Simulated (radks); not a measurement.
# Spin polarisation of the 4p shell in Se⁺

An exercise on one series of results from a longer session: the logs are not shown, and one member is left open.

The numbers are computed with radks (a radial shooting solver on a logarithmic mesh, Libxc functionals) version 1 (non-relativistic Kohn-Sham, r2SCAN, spin-polarised, spherical densities, point nucleus), except any that are marked as measured or tabulated.

## What is computed

* element: selenium (Z = 34)
* charge: +1
* electrons: 33
* configuration: [Ar] 3d10 4s2 4p(up 1.5, down 1.5)

A shell typed twice in an input gives spin up, then spin down.

The first run:

Settings of this run:

```text
Z 34
configuration [Ar] 3d10 4s2 4p1.5 4p1.5
relativity non-relativistic
functional r2scan,r2scan
spin polarised
nucleus point
```

Among the steps run: No moment.

One table of the session follows, with a row left open; its other results are not shown here.

It belongs to the step «No moment». Sizes of the orbitals, from the radial functions (bohr):

```
level      <r>  outermost maximum (interpolated)  90 % within  nodes
   1s  0.04500                            0.0297       0.0801      0
   2s   0.1998                             0.168        0.308      1
   2p   0.1728                             0.133        0.281      0
   3s   0.5836                             0.511        0.869      2
   3p   0.5934                             0.504        0.906      1
   3d   0.6266                             0.454         1.04      0
   4s    1.786                              1.53         2.65      3
   4p        ?                                 ?            ?      ?
```

Estimate the missing values for 4p.

As computed: <r>: 2.116; outermost maximum (interpolated): 1.76; 90 % within: 3.20; nodes: 2. In the column «<r>» it is the highest.
